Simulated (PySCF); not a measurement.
# A diatomic session: KH

An exercise on one series of results from a longer session: the logs are not shown, and one member is left open.

The runs use PySCF 2.14.0; K def2-TZVPP, H def2-TZVPP, no relativity.

Set-up of the first run:

A driver script around PySCF takes these settings:

| Item | Value |
| --- | --- |
| atoms | K, H |
| charge | 0 |
| basis | K def2-TZVPP, H def2-TZVPP |
| Hamiltonian | no relativity |
| basis functions | 47 |
| electrons treated | 20 |
| masses in u | 38.9637, 1.0078 |
| levels | PBE0, PBE, r²SCAN, TPSS, M06-L, B3LYP, r²SCAN0, CAM-B3LYP, HF, MP2, SCS-MP2, CCSD, CCSD(T) |
| grid | 80 radial by 434 angular points |
| occupations | held fixed by the projection of orbital angular momentum |
| dissociation limit | K + H, each in its ground configuration |
| starting distance in angstrom | 2.265 |
| values of 2S to try | 0, 2 |

Launch:

```
$ OMP_NUM_THREADS=1 python dia.py task.json out
```

Steps of the session up to this table: The job; First curve: PBE0; Other states along the same grid; PBE; r²SCAN (meta-GGA); TPSS (meta-GGA); M06-L (meta-GGA); B3LYP (global hybrid GGA); r²SCAN0 (hybrid meta-GGA); CAM-B3LYP; RHF; Correlated methods on the Hartree–Fock reference.

One of the session's tables, all rows but one given; the rest of the session is left out.

Energy (eV) from each level's lowest point:

```
R (Å)    RHF  RHF-MP2  RHF-SCS-MP2  RHF-CCSD  RHF-CCSD(T)
1.945  0.347    0.242        0.255       n/a          n/a
2.036  0.183    0.111        0.120     0.124        0.121
2.126  0.078    0.036        0.040     0.043        0.042
2.194      ?        ?            ?         ?            ?
2.262  0.006    0.000        0.000     0.000        0.000
2.330  0.000    0.009        0.007     0.005        0.006
2.420  0.015    0.042        0.038     0.033        0.034
2.533  0.063    0.110        0.102     0.092        0.094
2.669  0.152    0.217        0.207     0.189        0.191
2.850  0.306    0.388        0.374       n/a          n/a
```

Estimate the missing values for R (Å) = 2.194.

Worked estimate for «RHF». A straight line through the neighbours (2.126, 0.078) and (2.262, 0.006) gives 0.078 + (0.006 − 0.078) × (2.194 − 2.126) / (2.262 − 2.126) = 0.042; a parabola fitted to 4 rows on both sides gives 0.030.

As computed: RHF: 0.031; RHF-MP2: 0.008; RHF-SCS-MP2: 0.010; RHF-CCSD: 0.012; RHF-CCSD(T): 0.011. In «RHF» the line misses by +0.011 and the parabola by -0.001.
